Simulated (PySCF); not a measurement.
# One shape, several levels: SiHSF2 (SMILES F[SiH](F)[S])

Aim: a comparison of 5 runs (UBLYP-D3M(BJ)/LANL08, UOPBE-D3(BJ)/Sapporo-DZP, UBLYP-D3M(BJ)/aug-pcseg-2, UMS2-D3(op)/cc-pVTZ-F12) of SiHSF2. 

The calculation is run with PySCF 2.14.0.

1 further run of the same task is left out (it didn't finish).

### 1 The system as given

SiHSF2 has 5 atoms, charge 0, and is taken as a doublet. SMILES: `F[SiH](F)[S]`. The coordinates come from a PBE0-D4/def2-TZVP relaxation.

Bond lengths: F1–Si2 1.583 Å, Si2–F3 1.583 Å, Si2–S4 2.103 Å, Si2–H5 1.474 Å. Angles: F1–Si2–F3 105.5°, F1–Si2–S4 111.8°, F3–Si2–S4 111.9°, F1–Si2–H5 110.0°, F3–Si2–H5 110.0°, S4–Si2–H5 107.6°.

### 2 Energy and gradient at UBLYP-D3M(BJ)/LANL08 (core potential) (run 1)

Contents of calc.py:

```python
from pyscf import gto, dft

mol = gto.M(
    atom='''
F     -0.556902    -0.831857     2.863691
Si     0.165162     0.018897     0.088439
F      0.152312     3.009389     0.142863
S     -2.373874    -1.422586    -2.608389
H      2.707600    -0.913305    -0.564839
''',
    basis={'default': 'lanl08', 'F': '6-311g**', 'H': '6-311g**'},
    verbose=4,
    spin=1,
    ecp={'Si': 'lanl08', 'S': 'lanl08'},
    max_memory=1860,
    unit='bohr',
    charge=0,
)

mf = dft.UKS(mol)
mf.xc = 'blyp'
mf.disp = 'd3bjm'
mf.max_cycle = 100
mf.kernel()
if not mf.converged:
    mf = mf.newton().run(mf.mo_coeff, mf.mo_occ)

e_tot = mf.e_tot
print('Final energy', e_tot)
grad = mf.nuc_grad_method().kernel()
```

The run is started by

```
$ OMP_NUM_THREADS=1 python calc.py
```

The log of the run:

```text
PySCF version 2.14.0

[... 58 lines left out ...]
WARN: HOMO -0.336353980402385 >= LUMO -0.336353980402384
[... 4 lines left out ...]
WARN: beta  nocc = 14  HOMO -0.158893913192782 >= LUMO -0.158696365302998
[... 1 line left out ...]
WARN: HOMO -0.158893913192782 >= LUMO -0.158696365302998
[... 42 lines left out ...]
converged SCF energy = -214.320150001933  <S^2> = 0.75103285  2S+1 = 2.0010326
Final energy -214.32015000193348
[... 1 line left out ...]
******** <class 'pyscf.grad.uks.Gradients'> for <class 'pyscf.dft.uks.UKS'> ********
unit = Eh/Bohr
grid_response = False
Calc dispersion correction with DFTD3.
Parameters: xc=blyp, version=d3bjm, atm=False
--------------- UKS gradients ---------------
         x                y                z
0 F     0.0133869741     0.0160696820    -0.0514377340
1 Si    -0.0405285568     0.0269754242     0.0274219869
2 F     0.0000887317    -0.0556600462    -0.0007433953
3 S     0.0224093055     0.0135454144     0.0249623099
4 H     0.0047117370    -0.0009726724    -0.0001402666
----------------------------------------------
```

It took 26 s on 1 thread of Arm Neoverse V1, shared host; peak memory 0.66 GiB.

### 3 Energy and gradient at UBLYP-D3M(BJ)/LANL08 (density fitting with cc-pvtz-jkfit, core potential) (run 2)

Contents of job.py:

```python
from pyscf import gto, dft

mol = gto.M(
    atom='''
F     -0.556902    -0.831857     2.863691
Si     0.165162     0.018897     0.088439
F      0.152312     3.009389     0.142863
S     -2.373874    -1.422586    -2.608389
H      2.707600    -0.913305    -0.564839
''',
    ecp={'Si': 'lanl08', 'S': 'lanl08'},
    spin=1,
    max_memory=1860,
    verbose=4,
    basis={'default': 'lanl08', 'F': '6-311g**', 'H': '6-311g**'},
    charge=0,
    unit='bohr',
)

mf = dft.UKS(mol)
mf.xc = 'blyp'
mf = mf.density_fit(auxbasis='cc-pvtz-jkfit')
mf.max_cycle = 100
mf.disp = 'd3bjm'
mf.kernel()
if not mf.converged:
    mf = mf.newton().run(mf.mo_coeff, mf.mo_occ)

e_final = mf.e_tot
print('E = %.10f Eh' % e_final)
grad = mf.nuc_grad_method().kernel()
```

The run is started by

```
$ OMP_NUM_THREADS=1 python job.py
```

The log of the run:

```text
PySCF version 2.14.0

[... 57 lines left out ...]
WARN: HOMO -0.336363313328123 >= LUMO -0.336363313328122
[... 4 lines left out ...]
WARN: beta  nocc = 14  HOMO -0.158891589655442 >= LUMO -0.158691934060122
[... 1 line left out ...]
WARN: HOMO -0.158891589655442 >= LUMO -0.158691934060122
[... 42 lines left out ...]
converged SCF energy = -214.320191912626  <S^2> = 0.75103286  2S+1 = 2.0010326
[... 2 lines left out ...]
******** <class 'pyscf.df.grad.uks.Gradients'> for <class 'pyscf.df.df_jk.DFUKS'> ********
unit = Eh/Bohr
grid_response = False
Calc dispersion correction with DFTD3.
Parameters: xc=blyp, version=d3bjm, atm=False
--------------- DFUKS gradients ---------------
         x                y                z
0 F     0.0133906260     0.0160711238    -0.0514411102
1 Si    -0.0405322694     0.0269799314     0.0274273852
2 F     0.0000913008    -0.0556644727    -0.0007426133
3 S     0.0224069749     0.0135428644     0.0249581029
4 H     0.0047115593    -0.0009716452    -0.0001388638
----------------------------------------------
```

It took 25 s on 1 thread of Arm Neoverse V1, shared host; peak memory 0.64 GiB.

### 4 A single-point energy at UOPBE-D3(BJ)/Sapporo-DZP (density fitting with cc-pvdz-jkfit) (run 3)

Contents of start.xyz:

```xyz
5

F     -0.294700    -0.440200     1.515400
Si     0.087400     0.010000     0.046800
F      0.080600     1.592500     0.075600
S     -1.256200    -0.752800    -1.380300
H      1.432800    -0.483300    -0.298900
```

Contents of run.py:

```python
import pyscf.grad
from pyscf import gto, dft
from pyscf.pbc.tools.pyscf_ase import PySCF, ase_atoms_to_pyscf
from ase.io import read

atoms = read('start.xyz')

mol = gto.M(
    atom=ase_atoms_to_pyscf(atoms),
    basis='sapporo-dzp',
    verbose=4,
    spin=1,
    max_memory=1860,
)

mf = dft.UKS(mol, xc='opbe')
mf = mf.density_fit(auxbasis='cc-pvdz-jkfit')
mf.disp = 'd3bj'
mf.max_cycle = 100
atoms.calc = PySCF(method=mf)

e_ev = atoms.get_potential_energy()
print('energy %.6f eV' % e_ev)
```

The run is started by

```
$ OMP_NUM_THREADS=1 python run.py
```

The log of the run:

```text
PySCF version 2.14.0

[... 64 lines left out ...]
WARN: HOMO -0.292781712736612 >= LUMO -0.292781712736613
[... 50 lines left out ...]
converged SCF energy = -887.851504567666  <S^2> = 0.75387505  2S+1 = 2.0038713
energy -24159.670019 eV
```

Run time: 11 s. Hardware: 1 thread of Arm Neoverse V1, shared host; peak memory 0.34 GiB.

Run 4 isn't shown in full; the table further down has it.

### 5 The energy at UMS2-D3(op)/cc-pVTZ-F12 (Coulomb fitting set) (run 5)

Contents of mol.xyz:

```xyz
5

F     -0.294700    -0.440200     1.515400
Si     0.087400     0.010000     0.046800
F      0.080600     1.592500     0.075600
S     -1.256200    -0.752800    -1.380300
H      1.432800    -0.483300    -0.298900
```

Contents of calc.py:

```python
# F[SiH](F)[S]
from pyscf import gto, dft

mol = gto.M(
    atom='mol.xyz',
    max_memory=1860,
    symmetry=True,
    spin=1,
    charge=0,
    basis='cc-pvtz-f12',
    verbose=3,
)

mf = dft.UKS(mol)
mf.xc = 'ms2'
mf = mf.density_fit(auxbasis='def2-universal-jfit')
mf.max_cycle = 100
mf.disp = 'd3op'
mf = mf.newton()
mf.kernel()

e_tot = mf.e_tot
print('E = %.10f Eh' % e_tot)
```

The run is started by

```
$ OMP_NUM_THREADS=1 python calc.py
```

The log of the run:

```text
WARN: HOMO -0.290018558856996 >= LUMO -0.290018558856994

converged SCF energy = -888.257256513519  <S^2> = 0.75713856  2S+1 = 2.0071259
E = -888.2572565135 Eh
```

Run time: 6.2 min. Hardware: 1 thread of Arm Neoverse V1, shared host; peak memory 1.1 GiB.

### 6 Overview of the runs

```csv
run,level,integral approximation,task,energy (Eh),dipole moment (D),HOMO energy (eV),LUMO energy (eV),wall time
1,UBLYP-D3M(BJ)/LANL08 (core potential),none,gradient,-214.320150,1.46,-6.86,-6.55,26 s
2,"UBLYP-D3M(BJ)/LANL08 (density fitting with cc-pvtz-jkfit, core potential)",cc-pvtz-jkfit,gradient,-214.320192,1.46,-6.86,-6.55,25 s
3,UOPBE-D3(BJ)/Sapporo-DZP (density fitting with cc-pvdz-jkfit),cc-pvdz-jkfit,energy,-887.851505,1.07,-6.83,-6.32,11 s
4,UBLYP-D3M(BJ)/aug-pcseg-2 (density fitting with cc-pvtz-jkfit),cc-pvtz-jkfit,gradient,-888.220286,1.10,-6.80,-6.47,99 s
5,UMS2-D3(op)/cc-pVTZ-F12 (Coulomb fitting set),def2-universal-jfit,energy,-888.257257,1.07,-7.25,-6.05,6.2 min
```

### 7 Results

| quantity | value |
| --- | --- |
| run 5: total energy | -888.25726 Eh |
| run 5: dipole moment | 1.07 D |
| run 5: HOMO energy (highest over α and β) | -7.25 eV |
| run 5: LUMO energy (lowest over α and β) | -6.05 eV |
| run 5: dispersion energy | -1.27 kJ/mol |
| run 5: ⟨S²⟩ | 0.757 |

What this shows: The dipole moment (its size) runs from 1.07 D (UOPBE-D3(BJ)/Sapporo-DZP) to 1.46 D (UBLYP-D3M(BJ)/LANL08). The two ends differ in method and basis and core potential. Totals of different functionals can't be ranked against each other. Some runs of one species differ in core potentials or relativity; totals across that change don't compare. All runs together took 8.9 min, the longest 6.2 min.
